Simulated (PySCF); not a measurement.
# La(OH)3(H2O): other functionals and bases at one geometry

Aim: see how levels, charges and forces of La(OH)3(H2O) depend on the level of theory. The structure is generated, not taken from experiment.

Program: PySCF 2.14.0. Level of theory: several levels, as the steps say, no spin–orbit coupling. These are calculated values, not measurements.

1 further run of the same task is left out (for a known fault of the program).

### 1 The system as given

10 atoms, charge 0, spin multiplicity 1.

Bond lengths: La1–O2 2.187 Å, La1–O4 2.184 Å, La1–O6 2.183 Å, La1–O8 2.620 Å, O2–H3 0.958 Å, O4–H5 0.957 Å, O6–H7 0.957 Å, O8–H9 0.965 Å, O8–H10 0.964 Å. Angles: O2–La1–O4 116.9°, O2–La1–O6 119.1°, O2–La1–O8 96.9°, O4–La1–O6 116.8°, O4–La1–O8 97.8°, O6–La1–O8 102.2°, La1–O2–H3 171.8°, La1–O4–H5 174.0°, La1–O6–H7 174.3°, La1–O8–H9 123.8°, La1–O8–H10 126.0°, H9–O8–H10 106.2°.

As a file:

```
atom    x (Å)    y (Å)    z (Å)
 La1   0.1720  -0.2309   0.1323
  O2   1.3151   1.3159   1.1731
  H3   1.8740   1.8904   1.6971
  O4  -1.4752  -1.1504   1.2321
  H5  -2.1277  -1.6047   1.7657
  O6   1.1746  -1.4725  -1.3571
  H7   1.6759  -2.0407  -1.9423
  O8  -1.2532   1.3830  -1.3613
  H9  -1.3819   2.3193  -1.1683
 H10  -1.9788   1.1249  -1.9411
```

Formal oxidation states: La +3. The 4f shell is empty and lies in the core potential. An earlier session relaxed this geometry at PBE0, La lcecp-1-SVP with ECP46, O def2-SVP, H def2-SVP (singlet, point group C1).

At PBE0 on the finer grid: E = -335.126811 Eh, HOMO -6.92 eV, LUMO -0.58 eV, Mulliken charge on La1 +1.08 e, largest force component 0.018 eV/Å. The large-core potential holds the 4f shell empty.

Levels to run: TPSS; CAM-B3LYP; PBE0, TZVP. Hardware: 2 threads of Arm Neoverse V1, shared host.

### 2 TPSS

run.py (the lines that set the calculation) reads:

```python
mol = gto.M(atom='''
La     0.17196    -0.23086     0.13226
O      1.31505     1.31591     1.17310
H      1.87399     1.89041     1.69712
O     -1.47525    -1.15044     1.23214
H     -2.12766    -1.60469     1.76573
O      1.17462    -1.47249    -1.35712
H      1.67586    -2.04070    -1.94233
O     -1.25317     1.38302    -1.36125
H     -1.38192     2.31932    -1.16835
H     -1.97882     1.12494    -1.94114''',
    basis={'La': 'lcecp-1-SVP', 'O': 'def2-SVP', 'H': 'def2-SVP'},
    ecp={'La': 'lcecp-1-SVP'},
    charge=0, spin=0)
mf = dft.RKS(mol, xc='TPSS')
mf.grids.atom_grid = (75, 302)  # f atoms: unpruned, at least (60, 302)
mf = mf.density_fit()  # fitting sets: La AutoAux, O def2-universal-JKFIT, H def2-universal-JKFIT
mf.conv_tol = 1e-08; mf.max_cycle = 55
mf.kernel(dm0)  # dm0: the density of the relaxed state
```

Command:

```console
OMP_NUM_THREADS=2 python run.py
```

### 3 CAM-B3LYP

Edit run.py (the lines that set the calculation) of step 2 so:

```diff
@@ -14,3 +14,3 @@
     charge=0, spin=0)
-mf = dft.RKS(mol, xc='TPSS')
+mf = dft.RKS(mol, xc='CAMB3LYP')
 mf.grids.atom_grid = (75, 302)  # f atoms: unpruned, at least (60, 302)
```

### 4 PBE0, TZVP

Basis: La lcecp-1-TZVP with ECP46, O def2-TZVP, H def2-TZVP. 

Edit run.py (the lines that set the calculation) of step 3 so:

```diff
@@ -11,6 +11,6 @@
 H     -1.97882     1.12494    -1.94114''',
-    basis={'La': 'lcecp-1-SVP', 'O': 'def2-SVP', 'H': 'def2-SVP'},
-    ecp={'La': 'lcecp-1-SVP'},
+    basis={'La': 'lcecp-1-TZVP', 'O': 'def2-TZVP', 'H': 'def2-TZVP'},
+    ecp={'La': 'lcecp-1-TZVP'},
     charge=0, spin=0)
-mf = dft.RKS(mol, xc='CAMB3LYP')
+mf = dft.RKS(mol, xc='PBE0')
 mf.grids.atom_grid = (75, 302)  # f atoms: unpruned, at least (60, 302)
@@ -18,2 +18,2 @@
 mf.conv_tol = 1e-08; mf.max_cycle = 55
-mf.kernel(dm0)  # dm0: the density of the relaxed state
+mf.kernel(dm0)  # dm0: free metal ions and neutral atoms
```

Before running it: what results should come out? Wanted: for each run, HOMO; gap; charge on La1; dipole; largest force.

The runs gave:

| level | state | HOMO (eV) | gap (eV) | charge on La1 (e) | dipole (D) | largest force (eV/Å) | basis functions | time |
| --- | --- | --- | --- | --- | --- | --- | --- | --- |
| PBE0 (relaxed here) | singlet | -6.92 | 6.34 | 1.08 | 4.54 | 0.02 | 114 | 28 s |
| TPSS | singlet | -5.33 | 4.24 | 0.95 | 4.45 | 0.46 | 114 | 17 s |
| CAM-B3LYP | singlet | -8.35 | 8.38 | 1.05 | 4.58 | 0.11 | 114 | 12 s |
| PBE0, TZVP | singlet | -7.22 | 6.39 | 1.62 | 4.61 | 0.26 | 201 | 30 s |

Times are on 2 threads of Arm Neoverse V1, shared host; the first row also made further properties.

In one basis the HOMO–LUMO gap runs from 4.24 eV (TPSS) to 8.38 eV (CAM-B3LYP). The largest leftover force, 0.46 eV/Å with TPSS, stands at a geometry relaxed at another level. The Mulliken charge on La spans +0.95 to +1.62 e over the levels. With 4f in the core, its levels are missing from HOMO and gap. Total energies of different levels can't be compared. Spin–orbit coupling is left out throughout.
